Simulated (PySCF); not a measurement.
# ErN3O9 (Er(NO3)3): the cost of one run

Computed with PySCF 2.14.0. Level: several levels, as the steps say, no spin–orbit coupling.

5 further runs of the same task are left out: 2 for a known fault of the program, 3 that didn't finish.

### 1 Where the work starts

13 atoms, charge 0, spin multiplicity 1.

Bond lengths: Er1–O2 2.296 Å, Er1–O3 2.296 Å, Er1–N4 2.735 Å, Er1–O6 2.296 Å, Er1–O7 2.296 Å, Er1–N8 2.735 Å, Er1–O10 2.296 Å, Er1–O11 2.296 Å, Er1–N12 2.735 Å, O2–N4 1.281 Å, O3–N4 1.281 Å, N4–O5 1.179 Å, O6–N8 1.281 Å, O7–N8 1.281 Å, N8–O9 1.179 Å, O10–N12 1.281 Å, O11–N12 1.281 Å, N12–O13 1.179 Å. Angles: O2–Er1–O3 55.6°, O2–Er1–N4 27.8°, O2–Er1–O6 101.0°, O2–Er1–O7 138.9°, O2–Er1–N8 122.2°, O2–Er1–O10 101.0°, O2–Er1–O11 115.5°, O2–Er1–N12 110.6°, O3–Er1–N4 27.8°, O3–Er1–O6 115.5°, O3–Er1–O7 101.0°, O3–Er1–N8 110.6°, O3–Er1–O10 138.9°, O3–Er1–O11 101.0°, O3–Er1–N12 122.2°, N4–Er1–O6 110.6°, N4–Er1–O7 122.2°, N4–Er1–N8 120.0° and more.

Geometry (Å):

| atom | x (Å) | y (Å) | z (Å) |
| --- | --- | --- | --- |
| Er1 | 0.00000 | 0.00000 | 0.00000 |
| O2 | 2.03121 | -0.24132 | 1.04258 |
| O3 | 2.03121 | 0.24131 | -1.04258 |
| N4 | 2.73509 | -0.00001 | 0.00000 |
| O5 | 3.91450 | -0.00001 | 0.00000 |
| O6 | -0.80662 | 1.87974 | 1.04258 |
| O7 | -1.22459 | 1.63843 | -1.04258 |
| N8 | -1.36754 | 2.36866 | 0.00000 |
| O9 | -1.95724 | 3.39006 | 0.00000 |
| O10 | -1.22460 | -1.63842 | 1.04258 |
| O11 | -0.80663 | -1.87974 | -1.04258 |
| N12 | -1.36755 | -2.36866 | 0.00000 |
| O13 | -1.95726 | -3.39005 | 0.00000 |

Formal oxidation states: Er +3. Each metal's 11 4f electrons lie in its core potential, so multiplicities, spins and levels count the valence alone. An earlier session relaxed this geometry at PBE0, Er lcecp-1-SVP with ECP57, O def2-SVP, N def2-SVP (singlet, point group D3).

At PBE0 on the finer grid: E = -877.904622 Eh, HOMO -9.54 eV, LUMO -2.87 eV, Mulliken charge on Er1 +1.33 e, largest force component 0.011 eV/Å. 

Levels to run: r2SCAN; PBE; BP86; M06-L. Hardware: 4 threads of Arm Neoverse V2, shared host.

### 2 r2SCAN

File run.py (the lines that set the calculation):

```python
mol = gto.M(atom='''
Er     0.00000     0.00000     0.00000
O      2.03121    -0.24132     1.04258
O      2.03121     0.24131    -1.04258
N      2.73509    -0.00001     0.00000
O      3.91450    -0.00001     0.00000
O     -0.80662     1.87974     1.04258
O     -1.22459     1.63843    -1.04258
N     -1.36754     2.36866     0.00000
O     -1.95724     3.39006     0.00000
O     -1.22460    -1.63842     1.04258
O     -0.80663    -1.87974    -1.04258
N     -1.36755    -2.36866     0.00000
O     -1.95726    -3.39005     0.00000''',
    basis={'Er': 'lcecp-1-SVP', 'O': 'def2-SVP', 'N': 'def2-SVP'},
    ecp={'Er': 'lcecp-1-SVP'},
    charge=0, spin=0)
mf = dft.RKS(mol, xc='R2SCAN')
mf.grids.atom_grid = (75, 302)  # f atoms: unpruned, at least (60, 302)
mf = mf.density_fit()  # fitting sets: Er AutoAux, O def2-universal-JKFIT, N def2-universal-JKFIT
mf.conv_tol = 1e-08; mf.max_cycle = 55
mf.kernel(dm0)  # dm0: the density of the relaxed state
```

Run with:

```console
$ OMP_NUM_THREADS=4 python run.py
```

**Question.** How long does this run take on 4 threads of Arm Neoverse V2, shared host?

About 18 s.
